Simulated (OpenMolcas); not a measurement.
# Mn²⁺ among point charges: CASSCF and CASPT2 levels and susceptibility

How does a field of 6 point charges split the states of Mn²⁺, and what χT follows?

Method: state-averaged CASSCF and CASPT2, spin-orbit coupling by RASSI with atomic mean-field integrals. Code: OpenMolcas 26.06.

## 1. What is computed

```
Species                           : Mn²⁺ (manganese, Z = 25, 23 electrons)
Basis                             : ANO-RCC-VDZP [5s4p2d1f], 34 functions
Scalar Hamiltonian                : DKH2, point nucleus
Inactive shells                   : 1s 2s 2p 3s 3p
Active space                      : 5 electrons in 5 orbitals (3d)
Some configurations of this space : 3d⁵
Orbitals                          : optimised for each spin and parity, averaged over all roots
```

The outer shells:

3d5
```
3d [↑ ][↑ ][↑ ][↑ ][↑ ]
```

The ion sits among 6 point charges of -0.75 e arranged as a trigonal antiprism (D3d), 1.8 Å from the ion, with a polar angle of 53.6° against the regular 54.74°.

Each step is its own input file, run in one work folder so that later steps find the files of earlier ones. Labels, J, g values, rates, χT and fits are worked out afterwards by a script from the matrices that RASSI stores. The input lists half of the charges; inversion (Group=XYZ) makes the rest.

## 2. One- and two-electron integrals

The input, a.inp:

```
&GATEWAY
Coord
1

Mn 0.0 0.0 0.0
Basis=ANO-RCC-VDZP
Group=XYZ
NoMove
AngMom=0.0 0.0 0.0
AMFI
XField
3 Angstrom 0
0.000000 1.449571 1.067120 -0.750000
1.255365 -0.724785 1.067120 -0.750000
1.255365 0.724785 -1.067120 -0.750000
&SEWARD
```

Run with:

```sh
> OMP_NUM_THREADS=1 MOLCAS_MEM=1689 MOLCAS_PROJECT=a pymolcas a.inp > a.log
```

## 3. Reference wave functions, sextets of even parity, 1 root

The input, a.inp:

```
&RASSCF
FileOrb=start.orb
Symmetry=1
Spin=6
nActEl=5 0 0
Inactive=3 6
Ras2=5 0
CIRoot=1 1 1
SDav=1
CIMx=300
Iter=120 100
PrWF=0.3
OrbListing=Nothing
MaxOrb=0
>>> COPY $Project.JobIph JOB001
```

start.orb holds the contracted functions of the basis, ordered by shell, or the orbitals of the step before.

## 4. CASSCF: quartets of even parity, 24 roots

The input, a.inp:

```
&RASSCF
FileOrb=start.orb
Symmetry=1
Spin=4
nActEl=5 0 0
Inactive=3 6
Ras2=5 0
CIRoot=24 24 1
SDav=24
CIMx=300
Iter=120 100
PrWF=0.3
OrbListing=Nothing
MaxOrb=0
>>> COPY $Project.JobIph JOB002
```

## 5. CASSCF: doublets of even parity, 75 roots

The input, a.inp:

```
&RASSCF
FileOrb=start.orb
Symmetry=1
Spin=2
nActEl=5 0 0
Inactive=3 6
Ras2=5 0
CIRoot=75 75 1
SDav=75
CIMx=300
Iter=120 100
PrWF=0.3
OrbListing=Nothing
MaxOrb=0
>>> COPY $Project.JobIph JOB003
```

## 6. RASSI: spin-orbit coupling between the states

The input, a.inp:

```
&RASSI
NrOfJobIphs=3 1 24 75
1
1 2 3 4 5 6 7 8 9 10 11 12 13 14 15 16 17 18 19 20 21 22 23 24
1 2 3 4 5 6 7 8 9 10 11 12 13 14 15 16 17 18 19 20 21 22 23 24 25 26 27
28 29 30 31 32 33 34 35 36 37 38 39 40 41 42 43 44 45 46 47 48 49 50 51
52 53 54 55 56 57 58 59 60 61 62 63 64 65 66 67 68 69 70 71 72 73 74 75
IphNames
JOB001
JOB002
JOB003
EJob
SpinOrbit
DIPRint=1.0
SOCoupling=1000.0
Subsets=2
Property=9
'ANGMOM' 1 'ANGMOM' 2 'ANGMOM' 3 'MLTPL  1' 1 'MLTPL  1' 2 'MLTPL  1' 3
'AMFI' 1 'AMFI' 2 'AMFI' 3
SOProperty=3
'ANGMOM' 1 'ANGMOM' 2 'ANGMOM' 3
```

## 7. CASPT2: IPEA 0.25, imaginary shift 0.1 (closed shells correlated: 3s 3p)

The input, a.inp:

```
>>> COPY JOB001 $Project.JobIph
&CASPT2
Multistate=1 1
Frozen=2 3
IPEA=0.25
Imaginary=0.1
MaxIter=60
WThr=0.0 0.3 0.05
PrWF=0.5
NoMix
>>> COPY JOB002 $Project.JobIph
&CASPT2
Multistate=24 1 2 3 4 5 6 7 8 9 10 11 12 13 14 15 16 17 18 19 20 21 22
23 24
NoMult
Frozen=2 3
IPEA=0.25
Imaginary=0.1
MaxIter=60
WThr=0.0 0.3 0.05
PrWF=0.5
NoMix
>>> COPY JOB003 $Project.JobIph
&CASPT2
Multistate=75 1 2 3 4 5 6 7 8 9 10 11 12 13 14 15 16 17 18 19 20 21 22
23 24 25 26 27 28 29 30 31 32 33 34 35 36 37 38 39 40 41 42 43 44 45 46
47 48 49 50 51 52 53 54 55 56 57 58 59 60 61 62 63 64 65 66 67 68 69 70
71 72 73 74 75
NoMult
Frozen=2 3
IPEA=0.25
Imaginary=0.1
MaxIter=60
WThr=0.0 0.3 0.05
PrWF=0.5
NoMix
```

(Steps that only read results are left out.)

Before running it: what results should come out? Wanted: spin-free ground state; lowest level; next level.

**Answer**, as computed:

| quantity | value |
| --- | --- |
| method | SS-CASPT2, IPEA 0.25, imaginary shift 0.1 (closed shells correlated: 3s 3p) |
| spin-free ground state | 6A1, 1-fold in its orbital part |
| lowest level | 6-fold |
| next level | 26568.7 cm⁻¹ |
| χT at 300 K | 4.39 cm³ K/mol |
| effective moment at 300 K | 5.92 μB |

Cost by method:

| method | time of its own steps | time with the reference |
| --- | --- | --- |
| A. CASSCF | 31 s | 31 s |
| B. SS-CASPT2, IPEA 0.25, imaginary shift 0.1, +3s 3p | 6.9 s | 38 s |

Times are of one thread on a shared host.

What this shows: The spin-free ground state (6A1) comes to 100 % from free-ion S terms and keeps the highest spin of the shell. χT at 300 K is 4.39, against 4.39 cm³ K/mol for the spin alone, as a half-filled shell (L = 0) has no orbital moment. An active space of the d shell alone favours high spin; real ions in strong fields can be low spin. CASPT2 does not keep the components of a term degenerate, and the means are used. The field of point charges can differ much from that of real complexes. With metal d orbitals alone active, the gaps between spin states are rough; where two lie within a few thousand cm-1, their order is open. This is an electrostatic model: the charges have no orbitals.
